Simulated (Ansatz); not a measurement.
# HF/STO-3G run of C2H7NSi (SMILES C=C[SiH2]N)

What is the electronic atomisation energy of C2H7NSi at HF/STO-3G? 

The calculation is run with Ansatz 0.2.0.

62 further runs of the same task are left out: 62 set aside as unsound or not needed.

**1. The molecule**

C2H7NSi: 11 atoms, total charge 0, spin state singlet. SMILES: `C=C[SiH2]N`. Geometry: relaxed at PBE0-D4/def2-TZVP. This is one conformer, not always the lowest.

Bond lengths: C1–C2 1.330 Å, C2–Si3 1.865 Å, Si3–N4 1.715 Å, C1–H5 1.087 Å, C1–H6 1.087 Å, C2–H7 1.091 Å, Si3–H8 1.488 Å, Si3–H9 1.488 Å, N4–H10 1.006 Å, N4–H11 1.006 Å. Some angles: C1–C2–Si3 123.1°, C2–Si3–N4 114.9°, C1–C2–H7 118.1°, Si3–C2–H7 118.8°, C2–C1–H5 122.6°, C2–C1–H6 121.2°, C2–Si3–H8 108.4°, C2–Si3–H9 108.4°, N4–Si3–H8 107.9°, N4–Si3–H9 108.0°.

**2. A single-point energy at HF/STO-3G**

File run.yaml:

```yaml
crystal:
  periodic: [false, false, false]
  atoms:
    - {symbol: C, position_ang: [-0.676100, 1.337000, -0.945000]}
    - {symbol: C, position_ang: [0.089300, 1.208600, 0.135100]}
    - {symbol: Si, position_ang: [0.596500, -0.444500, 0.832600]}
    - {symbol: "N", position_ang: [0.002900, -1.803700, -0.028600]}
    - {symbol: H, position_ang: [-0.967100, 2.304600, -1.344700]}
    - {symbol: H, position_ang: [-1.046800, 0.465600, -1.479100]}
    - {symbol: H, position_ang: [0.433000, 2.116700, 0.631600]}
    - {symbol: H, position_ang: [0.099500, -0.536600, 2.232600]}
    - {symbol: H, position_ang: [2.083200, -0.516700, 0.836000]}
    - {symbol: H, position_ang: [0.404900, -2.086000, -0.906300]}
    - {symbol: H, position_ang: [-0.953800, -2.102100, 0.056300]}
basis:
  gaussian:
    orbitals: STO-3G
hamiltonian:
  xc: hf
accuracy: high
output:
  orbitals: {seedname: orbitals}
```

Command:

```bash
$ ansatz run run.yaml --threads 1 --pin off --max-ram 3480MiB --events-out events.jsonl --progress --plain --runs-dir runs
```

The log of the run:

```text
Warning: RAYON_NUM_THREADS=1 ignored (pool sized by the plan → 1); use --threads N
Functional definition: HF
  name "HF"
  exchange = exact_x
  correlation = 0
640 factors; integrals over basis functions are off by at most 8.8e-9 eV
mean field evaluation 1: about -11378.5819 eV, gradient 1.7e1 eV
mean field evaluation 2: about -11378.6823 eV, gradient 1.7e1 eV
mean field evaluation 4: about -11379.6700 eV, gradient 1.1e0 eV
mean field evaluation 8: about -11379.6740 eV, gradient 1.5e-2 eV
mean field -11379.67399440 eV, -418.1953058740 hartree, gradient 9.5e-9 eV, S^2 0.000000; 0 other end points of the search recorded, 0 dependent functions left out
reference -11379.67399440 eV, -418.1953058740 hartree; 20, 20 occupied and 11, 11 virtual orbitals, 640 factors
Total energy: -11379.67399440 eV, -418.1953058740 hartree
```

Run time: 0.28 s. Hardware: 1 thread of Arm Neoverse V2, shared host.

**3. The C atom, same level**

File input.yaml:

```yaml
crystal:
  periodic: [false, false, false]
  atoms:
    - {symbol: C, position_ang: [0.000000, 0.000000, 0.000000]}
basis:
  gaussian: {orbitals: STO-3G}
magnetization: {spin_polarized: true, initial_magnetization: 2}
hamiltonian: {xc: hf}
accuracy: high
```

Run the same way, it converges to -37.19839 Eh (log not shown).

**4. The H atom, same level**

File job.yaml:

```yaml
basis:
  gaussian: {orbitals: STO-3G}
crystal:
  periodic: [false, false, false]
  atoms:
    - {symbol: H, position_ang: [0.000000, 0.000000, 0.000000]}
total_charge: 0
magnetization: {spin_polarized: true, initial_magnetization: 1}
hamiltonian: {xc: hf}
accuracy: high
```

Run the same way, it converges to -0.46658 Eh (log not shown).

**5. The N atom, same level**

File in.yaml:

```yaml
crystal:
  periodic: [false, false, false]
  atoms:
    - symbol: N
      position_ang: [0.000000, 0.000000, 0.000000]
basis:
  gaussian: {orbitals: STO-3G}
magnetization: {spin_polarized: true, initial_magnetization: 3}
hamiltonian: {xc: hf}
accuracy: high
```

Run the same way, it converges to -53.71901 Eh (log not shown).

**6. The Si atom at the same level**

File run.yaml:

```yaml
crystal:
  periodic: [false, false, false]
  atoms:
    - {symbol: Si, position_ang: [0.000000, 0.000000, 0.000000]}
basis:
  gaussian:
    orbitals: STO-3G
magnetization:
  spin_polarized: true
  initial_magnetization: 2
hamiltonian:
  xc: hf
accuracy: high
```

Run the same way, it converges to -285.46622 Eh (log not shown).

**7. Outcome**

At HF/STO-3G:

| quantity | value |
| --- | --- |
| molecule: total energy | -418.19531 Eh |
| molecule: HOMO energy | -8.09 eV |
| molecule: LUMO energy | 8.64 eV |
| molecule: HOMO–LUMO gap | 16.72 eV |
| C atom: total energy | -37.19839 Eh |
| C atom: ⟨S²⟩ | 2.000 |
| H atom: total energy | -0.46658 Eh |
| H atom: ⟨S²⟩ | 0.750 |
| N atom: total energy | -53.71901 Eh |
| N atom: ⟨S²⟩ | 3.750 |
| Si atom: total energy | -285.46622 Eh |
| Si atom: ⟨S²⟩ | 2.000 |
| electronic atomisation energy | 36.660 eV |

**Reading.** Taking the molecule apart into free atoms costs 36.66 eV (3537 kJ/mol), before zero-point energy and without spin-orbit coupling. Hartree–Fock lacks the correlation of the bonding pairs, which as a rule makes this value much too low; in minimal bases other errors can mask that. In a minimal basis such a difference can be off by several eV, whatever the method.
